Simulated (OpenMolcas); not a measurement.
# Rh²⁺ among point charges: CASSCF and CASPT2 levels and susceptibility

Aim: the splitting of the states of Rh²⁺ in the field of 4 point charges, its lowest levels with spin-orbit coupling and its magnetic susceptibility.

The numbers are computed with OpenMolcas 26.06 (state-averaged CASSCF and CASPT2, spin-orbit coupling by RASSI with atomic mean-field integrals), except any that are marked as measured or tabulated.

**1. The atom as given**

| Item | Value |
| --- | --- |
| Species | Rh²⁺ (rhodium, Z = 45, 43 electrons) |
| Basis | ANO-RCC-VDZP [6s5p3d1f], 43 functions |
| Scalar Hamiltonian | DKH2, point nucleus |
| Inactive shells | 1s 2s 2p 3s 3p 3d 4s 4p |
| Active space | 7 electrons in 5 orbitals (4d) |
| Some configurations of this space | 4d7 |
| Orbitals | optimised for each spin and parity, averaged over all roots |

The outer shells:

4d7
```
4d [↑↓][↑↓][↑ ][↑ ][↑ ]
```

The ion sits among 4 point charges of -1.5 e arranged as a tetrahedron (Td), 2.02 Å from the ion.

The work runs as a chain of OpenMolcas steps in one folder; each step below is one input file. Labels, J, g values, rates, χT and fits are worked out afterwards by a script from the matrices that RASSI stores.

**2. GATEWAY and SEWARD: basis and integrals**

a.inp

```
&GATEWAY
Coord
1

Rh 0.0 0.0 0.0
Basis=ANO-RCC-VDZP
Group=NoSym
NoMove
AngMom=0.0 0.0 0.0
AMFI
XField
4 Angstrom 0
1.166248 1.166248 1.166248 -1.500000
1.166248 -1.166248 -1.166248 -1.500000
-1.166248 1.166248 -1.166248 -1.500000
-1.166248 -1.166248 1.166248 -1.500000
&SEWARD
```

Launch:

```
$ OMP_NUM_THREADS=1 MOLCAS_MEM=1689 MOLCAS_PROJECT=a pymolcas a.inp > a.log
```

**3. Reference wave functions, quartets, 10 roots**

a.inp

```
&RASSCF
FileOrb=start.orb
Symmetry=1
Spin=4
nActEl=7 0 0
Inactive=18
Ras2=5
CIRoot=10 10 1
SDav=10
CIMx=300
Iter=120 100
PrWF=0.3
OrbListing=Nothing
MaxOrb=0
>>> COPY $Project.JobIph JOB001
```

start.orb holds the contracted functions of the basis, ordered by shell, or the orbitals of the step before.

**4. CASSCF: doublets, 40 roots**

a.inp

```
&RASSCF
FileOrb=start.orb
Symmetry=1
Spin=2
nActEl=7 0 0
Inactive=18
Ras2=5
CIRoot=40 40 1
SDav=40
CIMx=300
Iter=120 100
PrWF=0.3
OrbListing=Nothing
MaxOrb=0
>>> COPY $Project.JobIph JOB002
```

**5. State interaction with spin-orbit coupling**

a.inp

```
&RASSI
NrOfJobIphs=2 10 40
1 2 3 4 5 6 7 8 9 10
1 2 3 4 5 6 7 8 9 10 11 12 13 14 15 16 17 18 19 20 21 22 23 24 25 26 27
28 29 30 31 32 33 34 35 36 37 38 39 40
IphNames
JOB001
JOB002
EJob
SpinOrbit
DIPRint=1.0
SOCoupling=1000.0
Subsets=2
Property=9
'ANGMOM' 1 'ANGMOM' 2 'ANGMOM' 3 'MLTPL  1' 1 'MLTPL  1' 2 'MLTPL  1' 3
'AMFI' 1 'AMFI' 2 'AMFI' 3
SOProperty=3
'ANGMOM' 1 'ANGMOM' 2 'ANGMOM' 3
```

**6. CASPT2: IPEA 0.25, imaginary shift 0.1 (closed shells correlated: 4s 4p)**

a.inp

```
>>> COPY JOB001 $Project.JobIph
&CASPT2
Multistate=10 1 2 3 4 5 6 7 8 9 10
NoMult
Frozen=14
IPEA=0.25
Imaginary=0.1
MaxIter=60
WThr=0.0 0.3 0.05
PrWF=0.5
NoMix
>>> COPY JOB002 $Project.JobIph
&CASPT2
Multistate=40 1 2 3 4 5 6 7 8 9 10 11 12 13 14 15 16 17 18 19 20 21 22
23 24 25 26 27 28 29 30 31 32 33 34 35 36 37 38 39 40
NoMult
Frozen=14
IPEA=0.25
Imaginary=0.1
MaxIter=60
WThr=0.0 0.3 0.05
PrWF=0.5
NoMix
```

(Steps that only read results are left out.)

Q: Predict the outcome of this session. Wanted: spin-free ground state; first state of the same spin within the active space; lowest level; next level.

As calculated:

| quantity | value |
| --- | --- |
| method | SS-CASPT2, IPEA 0.25, imaginary shift 0.1 (closed shells correlated: 4s 4p) |
| spin-free ground state | 4A2, 1-fold in its orbital part |
| first state of the same spin within the active space | 4T2 at 2660 cm⁻¹ |
| lowest level | 4-fold Γ8 |
| next level | 2124.7 cm⁻¹ |
| χT at 300 K | 3.88 cm³ K/mol |
| effective moment at 300 K | 5.57 μB |

Cost by method:

| method | time of its own steps | time with the reference |
| --- | --- | --- |
| A. CASSCF | 11 s | 11 s |
| B. SS-CASPT2, IPEA 0.25, imaginary shift 0.1, +4s 4p | 5 s | 16 s |

Times are of one thread on a shared host.

What this shows: The spin-free ground state (4A2) comes to 100 % from free-ion F terms and keeps the highest spin of the shell. χT at 300 K is 3.88, against 1.88 cm³ K/mol for the spin alone, so orbital moment adds to it. A ligand-field fit to the states below 45000 cm-1 gives 10Dq = -2752 cm-1, B = 729 cm-1 and C = 3266 cm-1 (C/B = 4.48), with a deviation of 280 cm-1. CASPT2 does not keep the components of a term degenerate, and the means are used. The field of point charges can differ much from that of real complexes. This is an electrostatic model: the charges have no orbitals.
